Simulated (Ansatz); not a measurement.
# KRb2: the cost of one run

Method: the levels named in each step, in Ansatz 0.2.0.

### 1 The system as given

No two atoms stand within bonding distance.

As a file:

```xyz
3

K    -0.2802    0.1929    4.3807
Rb    1.5506   -2.2659   -0.8091
Rb   -1.4224    2.1776   -1.1949
```

### 2 A rough first relaxation, PBE-D4/def2-SVP

This run stands in another session on the same molecule. It ended at:

```xyz
3

K    -0.2500    0.1721    3.9083
Rb    1.6259   -2.3906   -0.5612
Rb   -1.5279    2.3232   -0.9705
```

### 3 Relaxation, PBE0-D4/def2-TZVPP

Contents of input.yaml:

```yaml
crystal:
  periodic: [false, false, false]
  atoms:
    - { symbol: K, position_ang: [-0.25002102, 0.17206329, 3.90830966] }
    - { symbol: Rb, position_ang: [1.62592509, -2.39058955, -0.56116788] }
    - { symbol: Rb, position_ang: [-1.52794406, 2.32315626, -0.97045178] }
magnetization:
  spin_polarized: true
  initial_magnetization: 3
basis:
  gaussian: { orbitals: def2-TZVPP }
hamiltonian:
  xc: pbe0
  dispersion: d4
relax:
  f_tol: 0.002
  max_steps: 150
```

Run with:

```console
ansatz run input.yaml --threads 2 --pin off --max-ram 5120MiB --backend cpu --events-out ev --progress --plain --runs-dir out
```

What time and memory should one allow on 2 threads of AMD EPYC (Zen 3), shared host?

About 2 min, with a peak of 0.4 GiB.
